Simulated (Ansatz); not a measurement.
# Cu3O2 (I4/mmm) in Ansatz: settings compared

One crystal, Cu3O2, is run at these levels: r2SCAN, PBE; tasks: relaxation of cell and atoms.

All numbers are computed with Ansatz 0.2.0; they aren't measurements. Logs are shortened: lines on timing, memory, paths and dates and some standing lists are left out, and cuts for length are marked.

### Step 1. The structure

It takes space group I4/mmm (No. 139, tetragonal). The conventional cell has a = 4.046 Å, b = 4.046 Å, c = 7.347 Å, α = 90.00°, β = 90.00°, γ = 90.00°. Cu (site symmetry 4/mmm) has 4 O at 2.02 Å as nearest neighbours. Cu (site symmetry -4m2) has 2 O at 1.84 Å as nearest neighbours. O (site symmetry mmm) is surrounded by 4 Cu at 1.84 to 2.02 Å.

The cell comes from a database or a generator and needn't be the stable form of this composition.

### Step 2. Relaxation of cell and atoms, r2SCAN

input.yaml reads:

```yaml
crystal:
  lattice:
    - [-2.022982, 2.022982, 3.673617]
    - [2.022982, -2.022982, 3.673617]
    - [2.022982, 2.022982, -3.673617]
  atoms:
    - { symbol: Cu, position: [0.0, 0.0, 0.0] }
    - { symbol: Cu, position: [0.75, 0.25, 0.5] }
    - { symbol: Cu, position: [0.25, 0.75, 0.5] }
    - { symbol: O, position: [0.5, 0.0, 0.5] }
    - { symbol: O, position: [0.0, 0.5, 0.5] }
hamiltonian:
  xc: r2scan
  pseudopotentials: { kind: paw }
kpoints:
  mp_grid: { grid: [9, 9, 9] }
scf:
  occupations: { method: fermi_dirac, width: 0.05 }
output:
  forces: true
  stress: true
  eigenvalues: true
relax:
  f_tol: 0.01
  max_steps: 40
  cell: { stress_tol: 0.05 }
```

Potentials or basis: Ansatz PAW.

Launch:

```sh
ansatz run input.yaml --threads 2 --pin off --max-ram 5632MiB --backend cpu --events-out ev --progress --plain --runs-dir out
```

What it wrote:

```text
Warning: RAYON_NUM_THREADS=2 ignored (pool sized by the plan → 2); use --threads N
Engine: ansatz 0.2.0, aarch64-unknown-linux-gnu
Pseudopotentials: kind: paw
Pseudopotential: Cu, paw, valence charge 19, recommended cutoff 500 eV (meta_gga), Cu.paw.azcp
Pseudopotential: O, paw, valence charge 6, recommended cutoff 500 eV (meta_gga), O.paw.azcp
Functional definition: r2SCAN
  parameter k0 = 0.174
  parameter k1 = 0.065
  parameter a1 = 4.9479
  exchange = r2scan_x(k0 = k0, k1 = k1, a1 = a1)
  correlation = r2scan_c
Crystal: 5 atoms, lattice volume = 60.136 Å³
Basis set: ecut = 500 eV, 1557 PW (Γ), exchange–correlation on 144×144×144 points (64 copies of the dense FFT grid, shifted against one another)
Bands: 42, of which v1, the nominal top of the filled ones, is band 35 counted from 1 (34 counted from 0)
Symmetry: 16 space group operations
Space group: I4/mmm (ITA 139), of the structure as read, at distance tolerance 3.9e-5 Å
k-points: 75 of 729
Non-local potential: Cu, projectors of the file, l = 0: 3, l = 1: 2, l = 2: 3, l = 3: 1
Non-local potential: O, projectors of the file, l = 0: 2, l = 1: 2, l = 2: 1
PAW form: soft (Blöchl's): semilocal exchange-correlation on the pseudo side does not see the compensation charge
PAW frozen core: Cu, regenerated for the run's functional (the file was generated under x = pbe(κ = 0.804, μ = 0.2195149727645171), c = pbe(β = 0.06672455060314922))
PAW frozen core: O, regenerated for the run's functional (the file was generated under x = pbe(κ = 0.804, μ = 0.2195149727645171), c = pbe(β = 0.06672455060314922))
PAW one-centre angular grid: Cu, 590 points (default); XC on 160 Gauss nodes
PAW one-centre angular grid: O, 302 points (default); XC on 160 Gauss nodes
Initial density: superposition of atomic densities (neutral atoms: chi_scale 0, normalization atom), corrected by the library's trained network
Initial wavefunctions: pseudopotential atomic-orbital guess
Functional: x = r2scan, c = r2scan; τ floored in thin density (d = 2e-4 eV/Å³)
SCF iter   1: F=—  HF=-21027.783989 eV  |F-HF|=—  |Δ(HF+E_count)|=         —  Δρ=2.96e-2  dr2=3.11e-1  dr2_τ=1.05e-1  ethr=1.77e-3  ⟨swp⟩=6.0  Hψ=11841  notcnv=0  defer=9
preconditioner: auto → LDOS  [metal: Δε(μ)=0.028 eV  Ē_g=11.673 eV  σ=0.050 eV  W_gap=0.14  n_scr=22 (ndim 8)  ℏωp=32.1 eV  f_vac=0.089  D(μ)=1.68/eV (n_scr^D=14)  β→1.0]
SCF iter   2: F=—  HF=-21028.101250 eV  |F-HF|=—  |Δ(HF+E_count)|=   3.17e-1  Δρ=5.87e-2  dr2=1.20e0  dr2_τ=1.30e-2  ethr=4.51e-4  ⟨swp⟩=3.0  Hψ=7116  notcnv=0  defer=161  recentre
SCF iter   3: F=—  HF=-21027.763606 eV  |F-HF|=—  |Δ(HF+E_count)|=   3.38e-1  Δρ=9.90e-3  dr2=3.27e-2  dr2_τ=4.73e-4  ethr=4.51e-4  ⟨swp⟩=3.0  Hψ=6279  notcnv=0  defer=161
SCF iter   4: F=—  HF=-21027.757644 eV  |F-HF|=—  |Δ(HF+E_count)|=   5.96e-3  Δρ=2.12e-3  dr2=1.77e-3  dr2_τ=6.30e-5  ethr=4.75e-5  ⟨swp⟩=2.0  Hψ=4943  notcnv=0  defer=159
SCF iter   5: F=—  HF=-21027.757361 eV  |F-HF|=—  |Δ(HF+E_count)|=   2.83e-4  Δρ=4.37e-4  dr2=9.82e-5  dr2_τ=3.93e-6  ethr=2.56e-6  ⟨swp⟩=2.0  Hψ=3801  notcnv=0  defer=159
SCF iter   6: F=—  HF=-21027.757338 eV  |F-HF|=—  |Δ(HF+E_count)|=   2.39e-5  Δρ=2.76e-4  dr2=3.25e-5  dr2_τ=4.02e-7  ethr=1.42e-7  ⟨swp⟩=2.0  Hψ=4402  notcnv=0  defer=159
SCF iter   7: F=—  HF=-21027.757335 eV  |F-HF|=—  |Δ(HF+E_count)|=   2.97e-6  Δρ=7.81e-5  dr2=2.73e-6  dr2_τ=6.60e-8  ethr=4.71e-8  ⟨swp⟩=1.6  Hψ=3064  notcnv=0  defer=159
SCF iter   8: F=—  HF=-21027.757334 eV  |F-HF|=—  |Δ(HF+E_count)|=   1.55e-7  Δρ=1.81e-5  dr2=1.57e-7  dr2_τ=4.27e-9  ethr=3.95e-9  ⟨swp⟩=1.1  Hψ=2996  notcnv=0  defer=159
SCF iter   9: F=-21027.757334 eV  HF=-21027.757334 eV  |F-HF|=1.06e-8  |Δ(HF+E_count)|=   1.02e-8  Δρ=5.15e-6  dr2=1.22e-8  dr2_τ=3.02e-10  ethr=1.45e-10  ⟨swp⟩=8.6  Hψ=11426  notcnv=0
SCF 1 converged in 9 iterations: F = -21027.757334 eV  dr2 = 1.22e-8
relax step   1: F+E_penalty+E_count = -21027.75733437 eV  Δ(F+E_penalty+E_count) = +0.000e0 eV  max|allowed force component| = 4.163e-18 eV/Å  Δτ_max = 0.0000 Å  P = -4.645 GPa  Ω = 60.136 Å³  (9 SCF iters, dr2 threshold 1.00e-7 eV, accepted)
Crystal: 5 atoms, lattice volume = 59.110 Å³
Initial density: handed on by an earlier stage of this run
Initial wavefunctions: those handed on with the density
iter 1 solved again at ethr=1.08e-5 eV; its pass at ethr=3.10e-3 eV (dr2=7.45e-3 eV) is discarded
SCF iter   1: F=—  HF=-21027.765411 eV  |F-HF|=—  |Δ(HF+E_count)|=         —  Δρ=4.51e-3  dr2=7.48e-3  dr2_τ=1.29e-2  ethr=1.08e-5  ⟨swp⟩=1.4  Hψ=13293  notcnv=0
[... 38 lines left out ...]
SCF iter   3: F=—  HF=-21027.787940 eV  |F-HF|=—  |Δ(HF+E_count)|=   1.14e-6  Δρ=1.16e-4  dr2=4.81e-6  dr2_τ=4.58e-8  ethr=2.20e-9  ⟨swp⟩=2.0  Hψ=5762  notcnv=0
SCF iter   4: F=—  HF=-21027.787939 eV  |F-HF|=—  |Δ(HF+E_count)|=   1.56e-6  Δρ=1.65e-5  dr2=9.90e-8  dr2_τ=3.89e-8  ethr=2.20e-9  ⟨swp⟩=2.0  Hψ=5672  notcnv=0
SCF iter   5: F=—  HF=-21027.787939 eV  |F-HF|=—  |Δ(HF+E_count)|=   8.97e-9  Δρ=7.32e-6  dr2=2.44e-8  dr2_τ=7.54e-10  ethr=1.43e-10  ⟨swp⟩=1.1  Hψ=3263  notcnv=0
SCF iter   6: F=—  HF=-21027.787939 eV  |F-HF|=—  |Δ(HF+E_count)|=   4.07e-9  Δρ=1.64e-6  dr2=1.24e-9  dr2_τ=3.74e-11  ethr=3.54e-11  ⟨swp⟩=2.3  Hψ=4145  notcnv=0
SCF iter   7: F=—  HF=-21027.787939 eV  |F-HF|=—  |Δ(HF+E_count)|=  1.35e-10  Δρ=1.21e-6  dr2=6.07e-10  dr2_τ=3.35e-12  ethr=1.80e-12  ⟨swp⟩=2.0  Hψ=4598  notcnv=0
SCF iter   8: F=-21027.787939 eV  HF=-21027.787939 eV  |F-HF|=1.46e-11  |Δ(HF+E_count)|=  6.91e-11  Δρ=2.23e-7  dr2=2.09e-11  dr2_τ=6.31e-13  ethr=1.00e-12  ⟨swp⟩=3.1  Hψ=10885  notcnv=0
SCF 5 converged in 8 iterations: F = -21027.787939 eV  dr2 = 2.09e-11
relax step   5: F+E_penalty+E_count = -21027.78793884 eV  Δ(F+E_penalty+E_count) = +1.779e-3 eV  max|allowed force component| = 2.429e-18 eV/Å  Δτ_max = 0.0000 Å  P = -0.009 GPa  Ω = 57.964 Å³  stress off target by 1.11e-2 GPa  SCF on the basis re-selected at this cell (its energy is not comparable with the rows above)  (8 SCF iters)
basis re-selected at this cell: Δ(F+E_penalty+E_count) = +1.779e-3 eV, ΔP = -0.011 GPa vs the last step (what re-selecting the basis moved, of the pressure what is left beyond the Pulay correction that the steps carried, after the strain that the cell walked since its last selection, with what the two solves' SCF thresholds leave and, on support functions, any second-order correction that the steps lacked; it is no measure of the basis error at this ecutwfc). This SCF's stress stands 1.11e-2 GPa from its target on what of the cell is left free (relax.cell.stress_tol is 5.00e-2 GPa) and its largest allowed force component is 2.43e-18 eV/Å (relax.f_tol is 1.00e-2 eV/Å): within both
SCF converged after 8 iterations
Free energy (F): -21027.787939 eV
Harris-Foulkes:  -21027.787939 eV  (|F-HF|=1.46e-11)
Internal energy: -21027.773364 eV  (E = F + TS)
E sigma→0 (E₀):  -21027.780651 eV
Entropy (-TS):   -0.014575 eV (-2.915 meV/atom)
Fermi energy:    11.025186 eV
--- Per-component energies (eV) ---
  E_band       = -1444.988903
  E_kinetic    = 1245.016396
  E_local      = -15099.803379  (includes V_loc(G=0)·N_el)
  E_nonlocal   = 1290.390429
  E_hartree    = 6604.994509
  E_xc         = -393.659928
  E_vxc        = -577.342646  (∫ρ·V_xc dr)
  E_paw        = -5357.683154  (= ΣΔE_a)
  E_vpaw       = -1552.370685  (= ΣTr[D̂ρ^β])
  E_aug_tail   = 0.002613  (compensation charges beyond the density's cutoff)
  E_vtau       = 39.129478  (kinetic-family band-sum trace: ∫τ·v_τ [+ j·A + Jᵃ·Aᵃ] dr)
  E_ewald      = -9316.063643
  E_core_change = -0.967206  (= ΣΔE_core)
  E_smearing   = -0.014575  (= −TS)
  E_closure    = -0.000000  (closes the sum)
  Σ components = -21027.787939   (vs F -21027.787939, Δ=0.00e0)
--- Forces (eV/Å), atoms counted from 1 ---
  atom   1  Cu    -0.00000000     0.00000000     0.00000000
  atom   2  Cu     0.00000000     0.00000000     0.00000000
  atom   3  Cu     0.00000000     0.00000000     0.00000000
  atom   4  O      0.00000000     0.00000000     0.00000000
  atom   5  O      0.00000000     0.00000000     0.00000000
  max |Σ_I F_I| component: 5.20e-18 eV/Å
--- Stress (GPa, compression-positive) ---
       -0.011054       0.000000       0.000000
        0.000000      -0.011054       0.000000
        0.000000      -0.000000      -0.005700
  P = ⅓ Tr σ = -0.0093 GPa (-0.093 kbar)
--- Band table (eV; the first three rows and the last of 75) ---
  k-point 0: bands = ["-105.4838", "-105.1001", "-105.0981", "-61.3322", "-61.3322", "-61.2788", "-61.1060", "-61.1056", "-60.8594", "-60.8594", "-60.8441", "-60.8441", "-9.5533", "-8.2628", "4.0510", "4.9979", "4.9979", "5.6308", "6.0552", "7.6304", "7.7442", "7.7442", "7.8779", "8.3803", "8.3803", "8.5301", "8.6475", "8.8093", "8.9150", "8.9150", "9.2626", "9.4044", "10.0240", "10.0240", "11.4929", "11.7689", "16.5247", "16.5247", "18.6567", "18.7177", "22.5783", "22.7072"]
  k-point 1: bands = ["-105.4838", "-105.0999", "-105.0982", "-61.3323", "-61.3322", "-61.2787", "-61.1061", "-61.1056", "-60.8595", "-60.8575", "-60.8461", "-60.8440", "-9.4856", "-8.2972", "3.9751", "4.7950", "5.0377", "5.6337", "6.1387", "7.3353", "7.7620", "7.7979", "7.9490", "8.0074", "8.1070", "8.5870", "8.8734", "8.8950", "8.9652", "8.9924", "9.3189", "9.5974", "10.0665", "10.1431", "11.3036", "11.9566", "15.4046", "16.9997", "18.9993", "19.9141", "22.8625", "22.9255"]
  k-point 2: bands = ["-105.4838", "-105.0997", "-105.0985", "-61.3327", "-61.3322", "-61.2784", "-61.1062", "-61.1056", "-60.8598", "-60.8526", "-60.8511", "-60.8437", "-9.3078", "-8.3824", "3.7867", "4.3014", "5.0738", "5.6457", "5.9775", "7.0229", "7.7645", "7.8001", "7.9162", "8.0900", "8.1457", "8.6848", "8.7508", "8.8763", "8.9279", "9.1449", "9.1995", "10.0177", "10.1702", "10.7816", "11.0149", "12.4209", "13.8570", "17.9758", "19.7459", "20.8879", "21.2817", "23.7012"]
  k-point 74: bands = ["-105.4838", "-105.1000", "-105.0982", "-61.3324", "-61.3323", "-61.2772", "-61.1080", "-61.1053", "-60.8588", "-60.8587", "-60.8447", "-60.8446", "-9.1253", "-8.6473", "2.9140", "5.3462", "5.5785", "6.6156", "6.9168", "7.0833", "7.1436", "7.2977", "7.4291", "7.5813", "8.0260", "8.2979", "8.8082", "8.8778", "8.9738", "9.0235", "9.1446", "9.3535", "9.7879", "10.5490", "10.5818", "15.0735", "15.9791", "17.0494", "17.8964", "19.2245", "22.0429", "24.5860"]
--- Relaxed structure (4 steps of the walk, 4 accepted, 1 SCFs on fresh bases) ---
  F+E_penalty+E_count = -21027.78793884 eV   max|allowed force component| = 2.429e-18 eV/Å   (the final SCF, on the basis selected at the relaxed cell)
  cell:  # Å, volume = 57.9637 Å³
    - [-1.9947861398218483, 1.9947861398218483, 3.6416930407541988]
    - [1.9947861398218483, -1.9947861398218483, 3.6416930407541988]
    - [1.9947861398218483, 1.9947861398218483, -3.6416930407541988]
  atoms:
    - { symbol: Cu, position: [1.0115268281731811e-35, -3.212155506744798e-36, 6.903112774987013e-36] }
    - { symbol: Cu, position: [0.7499999999999999, 0.24999999999999997, 0.49999999999999994] }
    - { symbol: Cu, position: [0.24999999999999997, 0.7499999999999999, 0.49999999999999994] }
    - { symbol: O, position: [0.49999999999999994, 2.7809677250024263e-35, 0.49999999999999994] }
    - { symbol: O, position: [5.526724359942496e-35, 0.49999999999999994, 0.49999999999999994] }
```

Wall time 80 s (2 threads of Arm Neoverse V1, shared host); peak memory 0.68 GiB.

What came out:

```
Free energy                            : -21027.7879 eV
Relaxed volume                         : 11.59 Å³/atom
Relaxed cell                           : a = 4.607 Å, b = 4.607 Å, c = 4.607 Å, α = 128.68°, β = 128.68°, γ = 75.53°
Space group after relaxing (to 0.05 Å) : I4/mmm (No. 139)
Energy gained by relaxing              : 6.1 meV/atom
Ionic steps                            : 5
Pressure after relaxing                : 0.0 GPa
Band gap on the k mesh                 : none (metal or under the smearing width)
```

Step by step:
```tsv
step	energy change (eV)	largest force (eV/Å)	volume (Å³)
1	0.0000	0.0000	60.14
2	-0.0227	0.0000	59.11
3	-0.0324	0.0000	57.88
4	-0.0324	0.0000	57.96
5	-0.0306	0.0000	57.96
```

Final structure:
```
Cu O
1.0
    -1.99479    1.99479    3.64169
     1.99479   -1.99479    3.64169
     1.99479    1.99479   -3.64169
Cu O
3 2
Direct
  0.00000 0.00000 0.00000
  0.75000 0.25000 0.50000
  0.25000 0.75000 0.50000
  0.50000 0.00000 0.50000
  0.00000 0.50000 0.50000
```

Levels at points of the mesh, in eV from the Fermi level:
| k point | band 31 | band 32 | band 33 | band 34 | band 35 | band 36 | band 37 | band 38 | band 39 | band 40 |
| --- | --- | --- | --- | --- | --- | --- | --- | --- | --- | --- |
| (0.00, 0.00, 0.00) | -1.76 | -1.62 | -1.00 | -1.00 | 0.47 | 0.74 | 5.50 | 5.50 | 7.63 | 7.69 |

Caveat: the plane-wave basis is chosen anew once the cell has moved, so the energies of steps on either side of that aren't comparable; an odd number of electrons without spin polarisation forces a metal; a magnetic or distorted state may lie lower; the run has no spin polarisation, though such a crystal can be magnetic; semilocal functionals often make such compounds metallic where correlation or magnetic order opens a gap, which also shifts bond lengths; the PAW data sets come from PBE, with cores solved anew for the run's functional, which leaves a small shift of forces and pressure. With open d or f shells a metallic result of r2SCAN can be an artefact of self-interaction; +U or a hybrid may open a gap.

### Step 3. Relaxation of cell and atoms, PBE

Changes to input.yaml since step 2:

```diff
@@ -12,3 +12,3 @@
 hamiltonian:
-  xc: r2scan
+  xc: pbe
   pseudopotentials: { kind: paw }
```

Potentials or basis: Ansatz PAW.

Launch:

```sh
ansatz run input.yaml --threads 2 --pin off --max-ram 5632MiB --backend cpu --events-out ev --progress --plain --runs-dir out
```

It took 44 s on 2 threads of Arm Neoverse V1, shared host; peak memory 0.45 GiB.

Results (log left out):

| Item | Value |
| --- | --- |
| Free energy | -21006.9869 eV |
| Relaxed volume | 12.14 Å³/atom |
| Relaxed cell | a = 4.663 Å, b = 4.663 Å, c = 4.663 Å, α = 128.29°, β = 128.29°, γ = 76.16° |
| Space group after relaxing (to 0.05 Å) | I4/mmm (No. 139) |
| Energy gained by relaxing | 0.3 meV/atom |
| Ionic steps | 7 |
| Pressure after relaxing | 0.0 GPa |
| Band gap on the k mesh | none (metal or under the smearing width) |

Step by step:
```
step  energy change (eV)  largest force (eV/Å)  volume (Å³)
   1              0.0000                0.0000        60.14
   2             -0.0003                0.0000        60.35
   3              0.0001                0.0000        60.66
   4              0.0001                0.0000        60.67
   5             -0.0017                0.0000        60.67
   6             -0.0016                0.0000        60.70
   7             -0.0017                0.0000        60.70
```

Final structure:
```cif
data_structure
_symmetry_space_group_name_H-M 'P 1'
_symmetry_Int_Tables_number 1
_cell_length_a 4.6625
_cell_length_b 4.6625
_cell_length_c 4.6625
_cell_angle_alpha 128.288
_cell_angle_beta 128.288
_cell_angle_gamma 76.159
_cell_volume 60.70
loop_
_atom_site_label
_atom_site_type_symbol
_atom_site_fract_x
_atom_site_fract_y
_atom_site_fract_z
_atom_site_occupancy
Cu1 Cu 0.00000 0.00000 0.00000 1
Cu2 Cu 0.75000 0.25000 0.50000 1
Cu3 Cu 0.25000 0.75000 0.50000 1
O1 O 0.50000 0.00000 0.50000 1
O2 O 0.00000 0.50000 0.50000 1
```

Levels at points of the mesh, in eV from the Fermi level:
| k point | band 33 | band 34 | band 35 | band 36 | band 37 | band 38 |
| --- | --- | --- | --- | --- | --- | --- |
| (0.00, 0.00, 0.00) | -0.75 | -0.75 | 0.39 | 0.48 | 5.15 | 5.15 |

Caveat: the plane-wave basis is chosen anew once the cell has moved, so the energies of steps on either side of that aren't comparable; the pressure holds a Pulay correction of +0.5 GPa for the finite cutoff; an odd number of electrons without spin polarisation forces a metal; a magnetic or distorted state may lie lower; the run has no spin polarisation, though such a crystal can be magnetic; semilocal functionals often make such compounds metallic where correlation or magnetic order opens a gap, which also shifts bond lengths. With open d or f shells a metallic result of PBE can be an artefact of self-interaction; +U or a hybrid may open a gap.
